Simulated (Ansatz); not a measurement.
# Zn2O3: a trial structure relaxed

Aim: relax a trial structure of Zn2O3 and see where it ends.

Program: Ansatz 0.2.0. Level of theory: DFT PBE, scalar-relativistic, plane waves, PAW. These are calculated values, not measurements.

**1. The system as given**

The structure is cubic, space group Fd-3m (No. 227). Conventional cell: a = 7.848 Å, b = 7.848 Å, c = 7.848 Å, α = 90.00°, β = 90.00°, γ = 90.00°. Zn (site symmetry -3m) has 6 Zn at 2.77 Å and 6 O at 2.77 Å as nearest neighbours. O (site symmetry -3m) has 2 O at 1.70 Å as nearest neighbours. O (site symmetry -43m) has 4 O at 1.70 Å as nearest neighbours.

As a file:

```xyz
10
Lattice="0.0000 3.9239 3.9239 3.9239 0.0000 3.9239 3.9239 3.9239 0.0000" Properties=species:S:1:pos:R:3 pbc="T T T"
Zn    0.9810    0.9810    0.9810
Zn    2.9429    2.9429    0.9810
Zn    2.9429    0.9810    2.9429
Zn    0.9810    2.9429    2.9429
O     4.9049    4.9049    4.9049
O     2.9429    2.9429    4.9049
O     2.9429    4.9049    2.9429
O     4.9049    2.9429    2.9429
O     5.8859    5.8859    5.8859
O     3.9239    3.9239    3.9239
```

Recipe of the guess: random cell by space group and Wyckoff sites (Fd-3m, No. 227). Lengths come from tabulated atomic sizes and are only a guess.

**2. A first look at the guess**

input.yaml reads:

```yaml
crystal:
  lattice:
    - [0.0, 3.92393014, 3.92393014]
    - [3.92393014, 0.0, 3.92393014]
    - [3.92393014, 3.92393014, 0.0]
  atoms:
    - { symbol: Zn, position: [0.125, 0.125, 0.125] }
    - { symbol: Zn, position: [0.125, 0.125, 0.625] }
    - { symbol: Zn, position: [0.125, 0.625, 0.125] }
    - { symbol: Zn, position: [0.625, 0.125, 0.125] }
    - { symbol: O, position: [0.625, 0.625, 0.625] }
    - { symbol: O, position: [0.625, 0.625, 0.125] }
    - { symbol: O, position: [0.625, 0.125, 0.625] }
    - { symbol: O, position: [0.125, 0.625, 0.625] }
    - { symbol: O, position: [0.75, 0.75, 0.75] }
    - { symbol: O, position: [0.5, 0.5, 0.5] }
basis:
  ecutwfc: 420
kpoints:
  mp_grid: { grid: [4, 4, 4] }
hamiltonian:
  xc: pbe
scf:
  occupations: { method: gaussian, width: 0.1 }
  lower_state_search: "off"
output:
  forces: true
  stress: true
  eigenvalues: true
```

Command:

```sh
> ansatz run input.yaml --threads 1 --pin off --max-ram 2560MiB --backend cpu --events-out ev --progress --plain --runs-dir out
```

The session goes on with these runs: a loose first relaxation; relaxation on the finer mesh.

**Question.** What will these runs give? Wanted: conventional cell; volume; energy over the elements; gap on the mesh.

As calculated:

```
                                                              quantity                                                                      value
                                symmetry at the end (tolerance 0.02 Å)                                                space group Fd-3m (No. 227)
                                                     conventional cell  a = 7.826 Å, b = 7.826 Å, c = 7.826 Å, α = 90.00°, β = 90.00°, γ = 90.00°
                                                                volume                                                              11.98 Å³/atom
energy over the elements (uncorrected; H, N, O, F and Cl as molecules)                                                              +0.54 eV/atom
                                                       gap on the mesh                                                                    0.06 eV
```

**Reading.** The space group Fd-3m (No. 227) is kept, and the volume per atom shrinks by 0.8 % from the first guess. With a positive formation energy it can't be a ground state. No finished test with a distortion of lower symmetry is shown, so the end may be a saddle point.
